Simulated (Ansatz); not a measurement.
# FH3O2Si: the cost of one run

All numbers below are computed with Ansatz 0.2.0 (RKS LDA/6-31G*).

## Step 1: The system as given

Bond lengths: O1–Si2 1.620 Å, Si2–O3 1.616 Å, Si2–F4 1.558 Å, O1–H5 1.033 Å, Si2–H6 1.457 Å, O3–H7 0.993 Å. Angles: O1–Si2–O3 107.2°, O1–Si2–F4 108.6°, O1–Si2–H6 110.2°, O3–Si2–F4 105.6°, O3–Si2–H6 112.0°, F4–Si2–H6 113.0°, Si2–O1–H5 112.7°, Si2–O3–H7 117.4°.

Coordinates:

```xyz
7

O    -0.1432    0.3498   -1.3109
Si   -0.1716   -0.3607    0.1445
O     1.3270   -0.2831    0.7445
F    -1.0520    0.4995    1.1002
H    -1.0192    0.8518   -1.5273
H    -0.6400   -1.7353    0.0235
H     1.7603    0.6100    0.7797
```

## Step 2: Relaxing end A

input.yaml reads:

```yaml
crystal:
  periodic: [false, false, false]
  atoms:
    - { symbol: O, position_ang: [-0.1432, 0.3498, -1.3109] }
    - { symbol: Si, position_ang: [-0.1716, -0.3607, 0.1445] }
    - { symbol: O, position_ang: [1.327, -0.2831, 0.7445] }
    - { symbol: F, position_ang: [-1.052, 0.4995, 1.1002] }
    - { symbol: H, position_ang: [-1.0192, 0.8518, -1.5273] }
    - { symbol: H, position_ang: [-0.64, -1.7353, 0.0235] }
    - { symbol: H, position_ang: [1.7603, 0.61, 0.7797] }
basis:
  gaussian: { orbitals: "6-31G*" }
hamiltonian:
  xc: lda
relax:
  f_tol: 0.015
  max_steps: 40
```

Command:

```console
$ ansatz run input.yaml --threads 1 --pin off --max-ram 2048MiB --backend cpu --events-out ev --progress --plain --runs-dir out
```

What time and memory should one allow on 1 thread of Arm Neoverse V2, shared host?

About 12 s, with a peak of 0.13 GiB.
